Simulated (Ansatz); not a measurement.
# AlGaHCl (triplet): from Hartree-Fock to the top rungs, cc-pVDZ

The task here is to estimate one member of a computed series from the others.

The runs use Ansatz 0.2.0, Gaussian basis; cc-pVDZ, core rule «outside noble gas», up to 24 orbitals frozen.

To be run: UHF; CCSD(T) on ROHF; CCSD(T) on UHF; BCCD(T) on ROHF; CISD as a restricted active space (open shells left free, so some higher excitations enter); CCSDT(Q) on ROHF; CCSDT(Q) on UHF; CASSCF and NEVPT2, 10 electrons in 10 orbitals.

21 further runs of the same task are left out: 1 for a known fault of the program, 7 that didn't finish, 13 set aside as unsound or not needed. Runs told in other sessions of the task aren't counted.

## The geometry

The geometry is a PBE0/def2-TZVP stationary point (not a proven minimum) of the parent state, kept for this charge and spin. No spin-orbit coupling is included. The filled d shell of Ga may be among the frozen orbitals whatever the setting's name suggests.

4 atoms, charge 0, spin multiplicity 3.

Atoms are counted from 1 here; the program's logs count them from 0.

Bond lengths: Al1–Ga2 2.726 Å, Al1–H4 1.642 Å, Ga2–Cl3 2.183 Å. Angles: Ga2–Al1–H4 96.0°, Al1–Ga2–Cl3 137.1°.

Set-up of the first run:

The input, in.yaml:

```yaml
crystal:
  periodic: [false, false, false]
  atoms:
    - {symbol: Al, position_ang: [0.000000, -0.534823, 2.550449]}
    - {symbol: Ga, position_ang: [0.000000, 0.411320, -0.006530]}
    - {symbol: Cl, position_ang: [0.000000, -0.428549, -2.021345]}
    - {symbol: H, position_ang: [0.000000, 0.937760, 3.277007]}
basis:
  gaussian: {orbitals: cc-pVDZ}
magnetization: {spin_polarized: true, initial_magnetization: 2}
hamiltonian: {xc: hf}
output: {orbitals: {seedname: orbitals}}
```

Started as:

```sh
> ansatz run in.yaml --threads 1 --pin off --events-out ev --progress --plain --max-ram 2393MiB
```

Among the steps run: UHF; CCSD(T) on ROHF; CCSD(T) on UHF; BCCD(T) on ROHF; CISD as a restricted active space (open shells left free, so some higher excitations enter); CCSDT(Q) on ROHF; CCSDT(Q) on UHF; CASSCF and NEVPT2, 10 electrons in 10 orbitals.

One of the session's tables, all rows but one given; the rest of the session is left out.

```
   method  from UCCSDT(Q) (kJ/mol)
     ROHF                   +715.9
      UHF                   +709.7
     RMP2                   +122.2
     UMP2                   +123.1
    RCCSD                    +27.3
    UCCSD                    +27.1
 RCCSD(T)                     +6.4
 UCCSD(T)                     +6.4
  BCCD(T)                        ?
   RCCSDT                     +1.9
   UCCSDT                     +1.9
RCCSDT(Q)                     +0.2
UCCSDT(Q)                        0
```

**Question.** Estimate the row for BCCD(T).

The run gave: from UCCSDT(Q) (kJ/mol): +6.2. In the column «from UCCSDT(Q) (kJ/mol)» it lies between UCCSDT (+1.9) and RCCSD(T) (+6.4).

Not comparable, so not listed: CISD as a restricted active space (open shells left free, so some higher excitations enter) (they don't share determinant, frozen orbitals or solution with the rows shown, or repeat one).

To keep in mind: Left out of the table: CASSCF frontier, NEVPT2 frontier (the active space lost an orbital or holds another state than full CI finds). Restricted and unrestricted rows rest on different reference determinants; a gap between their highest levels can come from leftover correlation error, from unlike frozen cores or from another state. Warnings in the runs' records: passed over end.
